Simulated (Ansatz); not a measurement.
# C2H8S2Sn: up Jacob's ladder to CCSD(T)

An exercise on one series of results from a longer session: the logs are not shown, and one member is left open.

Program: Ansatz 0.2.0, Gaussian basis. Level of theory: functionals in def2-TZVPP, the program's frozen cores in correlated methods. These are calculated values, not measurements.

Levels to be run: PBE-D4, r2SCAN-D4, PBE0-D4, B3LYP-D4, ωB97X-V, ωB97M-V, B2PLYP; CCSD(T)/def2-TZVPP; MP2/def2-QZVPP; extrapolation to the limit.

## Structure used throughout

The geometry comes from an earlier relaxation with PBE0-D4 in a triple-zeta def2 set; it is a stationary point, not always the lowest conformer. Sn takes the def2 core potential; no spin-orbit term is included.

SMILES `C[S][SnH2][S]C`, 13 atoms, charge 0, spin multiplicity 1.

Atoms are counted from 1 here; the program's logs count them from 0.

Bond lengths: C1–S2 1.818 Å, C1–H6 1.090 Å, C1–H7 1.090 Å, C1–H8 1.090 Å, S2–Sn3 2.399 Å, Sn3–S4 2.394 Å, Sn3–H9 1.702 Å, Sn3–H10 1.712 Å, S4–C5 1.816 Å, C5–H11 1.091 Å, C5–H12 1.091 Å, C5–H13 1.090 Å. Angles: S2–C1–H6 111.6°, S2–C1–H7 111.7°, S2–C1–H8 106.4°, H6–C1–H7 109.7°, H6–C1–H8 108.6°, H7–C1–H8 108.7°, C1–S2–Sn3 100.1°, S2–Sn3–S4 109.3°, S2–Sn3–H9 110.8°, S2–Sn3–H10 105.1°, S4–Sn3–H9 107.0°, S4–Sn3–H10 110.9°, H9–Sn3–H10 113.8°, Sn3–S4–C5 99.2°, S4–C5–H11 111.6°, S4–C5–H12 110.8°, S4–C5–H13 106.6°, H11–C5–H12 110.3° and more.

Set-up of the first run:

in.yaml reads:

```yaml
crystal:
  periodic: [false, false, false]
  atoms:
    - {symbol: C, position_ang: [0.200321, -2.122633, 0.255229]}
    - {symbol: S, position_ang: [-1.216640, -1.392897, -0.618607]}
    - {symbol: Sn, position_ang: [-0.139181, 0.462361, -1.691475]}
    - {symbol: S, position_ang: [-0.489097, 2.439810, -0.388628]}
    - {symbol: C, position_ang: [-0.162140, 1.760212, 1.263305]}
    - {symbol: H, position_ang: [1.025595, -2.332702, -0.424454]}
    - {symbol: H, position_ang: [0.546104, -1.483656, 1.067379]}
    - {symbol: H, position_ang: [-0.151373, -3.064150, 0.677779]}
    - {symbol: H, position_ang: [-0.816541, 0.751112, -3.225611]}
    - {symbol: H, position_ang: [1.521934, 0.048727, -1.737606]}
    - {symbol: H, position_ang: [0.889704, 1.501641, 1.390046]}
    - {symbol: H, position_ang: [-0.790835, 0.889833, 1.454553]}
    - {symbol: H, position_ang: [-0.417850, 2.542332, 1.978109]}
basis:
  gaussian: {orbitals: def2-TZVPP}
hamiltonian: {xc: pbe, dispersion: d4}
output: {forces: true, orbitals: {seedname: orbitals}}
```

Command:

```
ansatz run in.yaml --threads 2 --pin off --events-out ev --progress --plain --max-ram 22528MiB --backend cuda --devices 0, --max-vram 18GiB
```

Among the steps run: PBE-D4 (GGA); r2SCAN-D4 (meta-GGA); PBE0-D4 (hybrid); B3LYP-D4 (hybrid); ωB97X-V (range-separated); ωB97M-V (range-separated); B2PLYP (double hybrid); CCSD(T) in def2-TZVPP; MP2 in def2-QZVPP.

One of the session's tables, all rows but one given; the rest of the session is left out.

It belongs to the step «Atomisation energies». 

| method | atomisation energy (kJ/mol) |
| --- | --- |
| PBE-D4 | 4285.5 |
| r2SCAN-D4 | 4240.5 |
| PBE0-D4 | 4236.4 |
| B3LYP-D4 | 4217.3 |
| ωB97X-V | 4258.1 |
| ωB97M-V | 4245.8 |
| B2PLYP | 4156.5 |
| HF/def2-TZVPP | 3059.7 |
| MP2/def2-TZVPP | ? |
| CCSD/def2-TZVPP | 4060.4 |
| CCSD(T)/def2-TZVPP | 4126.2 |
| MP2/CBS | 4259.7 |
| CCSD(T)/CBS | 4249.6 |

Estimate the missing values for MP2/def2-TZVPP.

The run gave: atomisation energy (kJ/mol): 4136.3. In the column «atomisation energy (kJ/mol)» it lies between CCSD(T)/def2-TZVPP (4126.2) and B2PLYP (4156.5).

To keep in mind: Free atoms (2 C, 2 S, 1 Sn, 8 H) were run apart at each level; the atomisation energy is their sum less the molecule, without zero-point or spin-orbit terms.
